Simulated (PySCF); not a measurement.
# B3LYP/6-31G(d) (spherical functions) run of C2H5AlO (SMILES [CH3][Al]1[CH2][O]1)

Aim: the energy change on altering one bond length of C2H5AlO at B3LYP/6-31G* (spherical functions), from 2 runs. Input form: a Python script.

The results are computed with PySCF 2.14.0.

1 further run of the same task is left out (set aside as unsound or not needed).

### Step 1. The structure to begin with

The species is C2H5AlO (9 atoms), meant as a singlet with charge 0. As SMILES, `[CH3][Al]1[CH2][O]1`. The coordinates come from a PBE0-D4/def2-TZVP relaxation.

Bond lengths: C1–Al2 1.934 Å, Al2–C3 1.883 Å, Al2–O4 1.707 Å, C3–O4 1.488 Å, C1–H5 1.093 Å, C1–H6 1.091 Å, C1–H7 1.094 Å, C3–H8 1.091 Å, C3–H9 1.091 Å. Some angles: C1–Al2–C3 171.7°, C1–Al2–O4 139.6°, C3–Al2–O4 48.7°, Al2–C3–O4 59.5°, Al2–O4–C3 71.8°, Al2–C1–H5 110.3°, Al2–C1–H6 112.2°, Al2–C1–H7 110.1°, Al2–C3–H8 123.8°, Al2–C3–H9 123.8°.

### Step 2. The energy at B3LYP/6-31G(d) (spherical functions)

run.py reads:

```python
# [CH3][Al]1[CH2][O]1
from pyscf import gto, dft

mol = gto.Mole()
mol.atom = '''
C     -1.267817     2.494816    -2.043739
Al     0.096943    -0.144942     0.083526
C      1.282557    -2.419227     2.549807
O      1.491561    -3.041514    -0.185004
H      0.075022     2.976319    -3.537756
H     -1.701131     4.206530    -0.977933
H     -3.006932     1.845884    -2.951941
H      0.072754    -3.742603     3.567236
H      3.124095    -2.262758     3.463490
'''
mol.unit = 'bohr'
mol.max_memory = 1860
mol.spin = 0
mol.charge = 0
mol.verbose = 4
mol.basis = '6-31g*'
mol.build()

mf = dft.RKS(mol, xc='b3lyp')
mf.conv_tol = 1e-10
mf.grids.level = 5
mf.kernel()
if not mf.converged:
    mf = mf.newton().run(mf.mo_coeff, mf.mo_occ)

e_tot = mf.e_tot
print('Final energy', e_tot)
```

The run is started by

```sh
$ OMP_NUM_THREADS=1 python run.py
```

Output:

```text
PySCF version 2.14.0

[INPUT] num. atoms = 9
[INPUT] num. electrons = 38
[INPUT] charge = 0
[INPUT] spin (= nelec alpha-beta = 2S) = 0
[INPUT] symmetry False subgroup None
[INPUT] Mole.unit = bohr
[INPUT] Symbol           X                Y                Z      unit          X                Y                Z       unit  Magmom
[INPUT]  1 C     -0.670899864017   1.320199772639  -1.081500103868 AA   -1.267817000000   2.494816000000  -2.043739000000 Bohr   0.0
[INPUT]  2 Al     0.051300026358  -0.076700003305   0.044200055719 AA    0.096943000000  -0.144942000000   0.083526000000 Bohr   0.0
[INPUT]  3 C      0.678699936106  -1.280199796442   1.349299756644 AA    1.282557000000  -2.419227000000   2.549807000000 Bohr   0.0
[INPUT]  4 O      0.789300089897  -1.609499895494  -0.097899900729 AA    1.491561000000  -3.041514000000  -0.185004000000 Bohr   0.0
[INPUT]  5 H      0.039699932718   1.575000187228  -1.872099852995 AA    0.075022000000   2.976319000000  -3.537756000000 Bohr   0.0
[INPUT]  6 H     -0.900199757990   2.225999813051  -0.517499857407 AA   -1.701131000000   4.206530000000  -0.977933000000 Bohr   0.0
[INPUT]  7 H     -1.591199889186   0.976799746802  -1.562099905180 AA   -3.006932000000   1.845884000000  -2.951941000000 Bohr   0.0
[INPUT]  8 H      0.038499758803  -1.980500217121   1.887699997173 AA    0.072754000000  -3.742603000000   3.567236000000 Bohr   0.0
[INPUT]  9 H      1.653199878749  -1.197399967427   1.832799978249 AA    3.124095000000  -2.262758000000   3.463490000000 Bohr   0.0

nuclear repulsion = 145.500641301377
number of shells = 36
number of NR pGTOs = 152
number of NR cGTOs = 70
basis = 6-31g*
ecp = {}

******** <class 'pyscf.dft.rks.RKS'> ********
method = RKS
initial guess = minao
damping factor = 0
level_shift factor = 0
DIIS = <class 'pyscf.scf.diis.CDIIS'>
diis_start_cycle = 1
diis_space = 8
diis_damp = 0
SCF conv_tol = 1e-10
SCF conv_tol_grad = None
SCF max_cycles = 50
direct_scf = True
direct_scf_tol = 1e-13
XC library pyscf.dft.libxc version 7.0.0
    S. Lehtola, C. Steigemann, M. J.T. Oliveira, and M. A.L. Marques.,  SoftwareX 7, 1–5 (2018)
XC functionals = b3lyp
    P. J. Stephens, F. J. Devlin, C. F. Chabalowski, and M. J. Frisch.,  J. Phys. Chem. 98, 11623 (1994)
radial grids:
    Treutler-Ahlrichs [JCP 102, 346 (1995); DOI:10.1063/1.469408] (M4) radial grids

becke partition: Becke, JCP 88, 2547 (1988); DOI:10.1063/1.454033
pruning grids: <function nwchem_prune>
grids dens level: 5
symmetrized grids: False
atomic radii adjust function: <function treutler_atomic_radii_adjust>
small_rho_cutoff = 0
Set gradient conv threshold to 1e-05
Initial guess from minao.
tot grids = 289688
init E= -397.032604903509
  HOMO = -0.295755949360817  LUMO = -0.0832870000403809  gap/eV = 5.78157
cycle= 1 E= -396.659297366937  delta_E= 0.373  |g|= 0.909  |ddm|= 2.67
  HOMO = -0.0551977721548327  LUMO = 0.0051674009878071  gap/eV = 1.64262
cycle= 2 E= -394.994257789596  delta_E= 1.67  |g|= 2.66  |ddm|= 3.23
  HOMO = -0.212528876791457  LUMO = -0.0151229322442417  gap/eV = 5.37169
cycle= 3 E= -396.82427248931  delta_E= -1.83  |g|= 0.294  |ddm|= 2.76
  HOMO = -0.209850611353731  LUMO = -0.030590744620294  gap/eV = 4.87791
cycle= 4 E= -396.841417669803  delta_E= -0.0171  |g|= 0.183  |ddm|= 0.414
  HOMO = -0.212961993284445  LUMO = -0.0242213251449024  gap/eV = 5.13590
cycle= 5 E= -396.849871566021  delta_E= -0.00845  |g|= 0.0199  |ddm|= 0.137
  HOMO = -0.211312097461912  LUMO = -0.0217280398752931  gap/eV = 5.15884
cycle= 6 E= -396.84994562014  delta_E= -7.41e-05  |g|= 0.0106  |ddm|= 0.0252
  HOMO = -0.212637844824932  LUMO = -0.0219358435794939  gap/eV = 5.18927
cycle= 7 E= -396.849978004853  delta_E= -3.24e-05  |g|= 0.00245  |ddm|= 0.0117
  HOMO = -0.212879641690304  LUMO = -0.0220550473486134  gap/eV = 5.19260
cycle= 8 E= -396.849979386983  delta_E= -1.38e-06  |g|= 0.000354  |ddm|= 0.00268
  HOMO = -0.212877537771163  LUMO = -0.0220290780713057  gap/eV = 5.19325
cycle= 9 E= -396.849979428099  delta_E= -4.11e-08  |g|= 6.58e-05  |ddm|= 0.000568
  HOMO = -0.212878138220622  LUMO = -0.0220347590957268  gap/eV = 5.19311
cycle= 10 E= -396.849979429544  delta_E= -1.44e-09  |g|= 1.52e-05  |ddm|= 0.000114
  HOMO = -0.212876356742821  LUMO = -0.0220337761869907  gap/eV = 5.19309
cycle= 11 E= -396.8499794296  delta_E= -5.63e-11  |g|= 2.74e-06  |ddm|= 1.72e-05
  HOMO = -0.212876540667448  LUMO = -0.0220341284150178  gap/eV = 5.19309
Extra cycle  E= -396.849979429601  delta_E= -1.14e-12  |g|= 3.26e-06  |ddm|= 6.35e-06
converged SCF energy = -396.849979429601
Final energy -396.8499794296009
```

Wall time 17 s (1 thread of Intel Xeon at 2.70GHz, shared host); peak memory 0.36 GiB.

### Step 3. The distorted shape, same level

start.xyz reads:

```xyz
9
C2H5AlO
C     -0.556249     0.867297    -1.363502
Al     0.165951    -0.529603    -0.237802
C      0.793351    -1.733103     1.067298
O      0.903951    -2.062403    -0.379902
H      0.154351     1.122097    -2.154102
H     -0.900200     2.226000    -0.517500
H     -1.476549     0.523897    -1.844102
H      0.153151    -2.433403     1.605698
H      1.767851    -1.650303     1.550798
```

run.py reads:

```python
from pyscf import gto, dft

mol = gto.M(
    atom='start.xyz',
    verbose=4,
    max_memory=1860,
    basis='6-31g*',
    charge=0,
)

mf = dft.RKS(mol, xc='b3lyp')
mf.conv_tol = 1e-10
mf.grids.level = 5
mf.kernel()
if not mf.converged:
    mf = mf.newton().run(mf.mo_coeff, mf.mo_occ)

e_tot = mf.e_tot
print('Final energy', e_tot)
```

The run is started by

```sh
$ OMP_NUM_THREADS=1 python run.py
```

Output:

```text
PySCF version 2.14.0

[INPUT] num. atoms = 9
[INPUT] num. electrons = 38
[INPUT] charge = 0
[INPUT] spin (= nelec alpha-beta = 2S) = 0
[INPUT] symmetry False subgroup None
[INPUT] Mole.unit = angstrom
[INPUT] Symbol           X                Y                Z      unit          X                Y                Z       unit  Magmom
[INPUT]  1 C     -0.556249000000   0.867297000000  -1.363502000000 AA   -1.051158267063   1.638953798657  -2.576645350297 Bohr   0.0
[INPUT]  2 Al     0.165951000000  -0.529603000000  -0.237802000000 AA    0.313601940098  -1.000804624748  -0.449380651874 Bohr   0.0
[INPUT]  3 C      0.793351000000  -1.733103000000   1.067298000000 AA    1.499216110650  -3.275090015662   2.016900913296 Bohr   0.0
[INPUT]  4 O      0.903951000000  -2.062403000000  -0.379902000000 AA    1.708219820027  -3.897376828481  -0.717910734175 Bohr   0.0
[INPUT]  5 H      0.154351000000   1.122097000000  -2.154102000000 AA    0.291681117053   2.120456015196  -4.070662824378 Bohr   0.0
[INPUT]  6 H     -0.900200000000   2.226000000000  -0.517500000000 AA   -1.701131457333   4.206530353282  -0.977933269462 Bohr   0.0
[INPUT]  7 H     -1.476549000000   0.523897000000  -1.844102000000 AA   -2.790273219500   0.990021847481  -3.484847725763 Bohr   0.0
[INPUT]  8 H      0.153151000000  -2.433403000000   1.605698000000 AA    0.289413445703  -4.598465220695   3.034329458762 Bohr   0.0
[INPUT]  9 H      1.767851000000  -1.650303000000   1.550798000000 AA    3.340754219038  -3.118620692548   2.930583494523 Bohr   0.0

nuclear repulsion = 143.873077747189
number of shells = 36
number of NR pGTOs = 152
number of NR cGTOs = 70
basis = 6-31g*
ecp = {}

******** <class 'pyscf.dft.rks.RKS'> ********
method = RKS
initial guess = minao
damping factor = 0
level_shift factor = 0
DIIS = <class 'pyscf.scf.diis.CDIIS'>
diis_start_cycle = 1
diis_space = 8
diis_damp = 0
SCF conv_tol = 1e-10
SCF conv_tol_grad = None
SCF max_cycles = 50
direct_scf = True
direct_scf_tol = 1e-13
XC library pyscf.dft.libxc version 7.0.0
    S. Lehtola, C. Steigemann, M. J.T. Oliveira, and M. A.L. Marques.,  SoftwareX 7, 1–5 (2018)
XC functionals = b3lyp
    P. J. Stephens, F. J. Devlin, C. F. Chabalowski, and M. J. Frisch.,  J. Phys. Chem. 98, 11623 (1994)
radial grids:
    Treutler-Ahlrichs [JCP 102, 346 (1995); DOI:10.1063/1.469408] (M4) radial grids

becke partition: Becke, JCP 88, 2547 (1988); DOI:10.1063/1.454033
pruning grids: <function nwchem_prune>
grids dens level: 5
symmetrized grids: False
atomic radii adjust function: <function treutler_atomic_radii_adjust>
small_rho_cutoff = 0
Set gradient conv threshold to 1e-05
[... 1 set-up line as earlier in the session ...]
tot grids = 289688
init E= -396.867702089821
  HOMO = -0.294786602026597  LUMO = -0.0925140502578157  gap/eV = 5.50412
cycle= 1 E= -396.58710173584  delta_E= 0.281  |g|= 0.894  |ddm|= 2.65
  HOMO = -0.0554956945230112  LUMO = -0.0198853370629464  gap/eV = 0.96901
cycle= 2 E= -394.52213483395  delta_E= 2.06  |g|= 2.87  |ddm|= 3.28
  HOMO = -0.214195087743672  LUMO = -0.0230252440661141  gap/eV = 5.20200
cycle= 3 E= -396.744741625157  delta_E= -2.22  |g|= 0.308  |ddm|= 2.83
  HOMO = -0.21089178978994  LUMO = -0.0598103900303055  gap/eV = 4.11113
cycle= 4 E= -396.754699918331  delta_E= -0.00996  |g|= 0.271  |ddm|= 0.499
  HOMO = -0.212867248315323  LUMO = -0.0480320132963046  gap/eV = 4.48540
cycle= 5 E= -396.775551936436  delta_E= -0.0209  |g|= 0.0289  |ddm|= 0.212
  HOMO = -0.212463153489628  LUMO = -0.0450988123205076  gap/eV = 4.55422
cycle= 6 E= -396.775698867363  delta_E= -0.000147  |g|= 0.0167  |ddm|= 0.0356
  HOMO = -0.214380275178879  LUMO = -0.0443973451813573  gap/eV = 4.62547
cycle= 7 E= -396.775781201463  delta_E= -8.23e-05  |g|= 0.00335  |ddm|= 0.0177
  HOMO = -0.214545640915111  LUMO = -0.0445114335445185  gap/eV = 4.62687
cycle= 8 E= -396.775784174433  delta_E= -2.97e-06  |g|= 0.000475  |ddm|= 0.00334
  HOMO = -0.214592347394127  LUMO = -0.0444864260942777  gap/eV = 4.62882
cycle= 9 E= -396.775784265196  delta_E= -9.08e-08  |g|= 8.2e-05  |ddm|= 0.000693
  HOMO = -0.214576263696161  LUMO = -0.0444913430177163  gap/eV = 4.62825
cycle= 10 E= -396.775784267477  delta_E= -2.28e-09  |g|= 2.15e-05  |ddm|= 0.000139
  HOMO = -0.21457766640399  LUMO = -0.0444916410938565  gap/eV = 4.62828
cycle= 11 E= -396.775784267599  delta_E= -1.22e-10  |g|= 5.42e-06  |ddm|= 2.9e-05
  HOMO = -0.214577380413377  LUMO = -0.0444912674379445  gap/eV = 4.62828
cycle= 12 E= -396.775784267611  delta_E= -1.25e-11  |g|= 1.28e-06  |ddm|= 8.96e-06
  HOMO = -0.214577429444939  LUMO = -0.0444915905311336  gap/eV = 4.62827
Extra cycle  E= -396.775784267608  delta_E= 3.64e-12  |g|= 1.67e-06  |ddm|= 4.06e-06
converged SCF energy = -396.775784267608
Final energy -396.7757842676076
```

It took 17 s on 1 thread of Intel Xeon at 2.70GHz, shared host; peak memory 0.36 GiB.

### Step 4. What came out

Level: B3LYP/6-31G* (spherical functions).

| quantity | value |
| --- | --- |
| first shape: total energy | -396.84998 Eh |
| first shape: dipole moment | 3.12 D |
| first shape: HOMO energy | -5.79 eV |
| first shape: LUMO energy | -0.60 eV |
| first shape: HOMO–LUMO gap | 5.19 eV |
| distorted shape: total energy | -396.77578 Eh |
| distorted shape: dipole moment | 2.74 D |
| distorted shape: HOMO energy | -5.84 eV |
| distorted shape: LUMO energy | -1.21 eV |
| distorted shape: HOMO–LUMO gap | 4.63 eV |
| energy change with the C1–H6 bond stretched from 1.091 to 1.637 Å | 2.019 eV |

What this shows: With the C1–H6 bond stretched from 1.091 to 1.637 Å the energy rises by 2.02 eV (195 kJ/mol). The first shape isn't relaxed at this level, so the change isn't measured from a minimum.
